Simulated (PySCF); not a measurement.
# C4H4N2Si: the cost of one run

Programs: PySCF 2.14.0, with density-fitted response routines of our own. Each step states its level of theory. These are calculated values for one molecule in the gas phase, unless marked as measured. Atoms count from 0, in the outputs and in this text.

### Step 1. The starting structure

11 atoms, charge 0, multiplicity 1; geometry from: GFN2-xTB. The atoms were then displaced at random by about 0.01 Å, so the start is not that level's minimum.

Bonds of the start (Å): C0–C1 1.20, C1–Si2 1.85, Si2–C3 1.90, C3–N4 1.12, Si2–N5 1.72, N5–C6 1.23, C0–H7 1.03, Si2–H8 1.45, C6–H9 1.08, C6–H10 1.11.

### Step 2. Geometry optimisation at PBE0-D3(BJ)/def2-SVP

The job: settings as JSON, then the geometry in Å.

```
{"job": {"xc": "PBE0", "basis": "def2-SVP", "d3": "d3bj", "grid": 1, "shake": 0.01, "kind": "geom"}, "charge": 0, "multiplicity": 1}
C     -1.183570    -2.298460     0.824680
C     -0.376360    -1.507640     0.418750
Si     0.827570    -0.266410    -0.232270
C      1.832520     0.316120     1.276310
N      2.390520     0.630060     2.192550
N      0.266250     1.219690    -0.891090
C     -0.837370     1.715820    -1.116730
H     -1.902450    -2.953170     1.172970
H      1.738190    -0.819270    -1.213280
H     -0.903610     2.706050    -1.552250
H     -1.813570     1.231390    -0.895310
```

Started as:

```
> OMP_NUM_THREADS=1 python probes_run.py task.json out
```

The driver reads the jobs from task.json and runs them one after another.

Q: Estimate the wall time and peak memory of this first job on 1 thread of Arm Neoverse V1, shared host.

About 60 s, with a peak of 0.51 GiB.
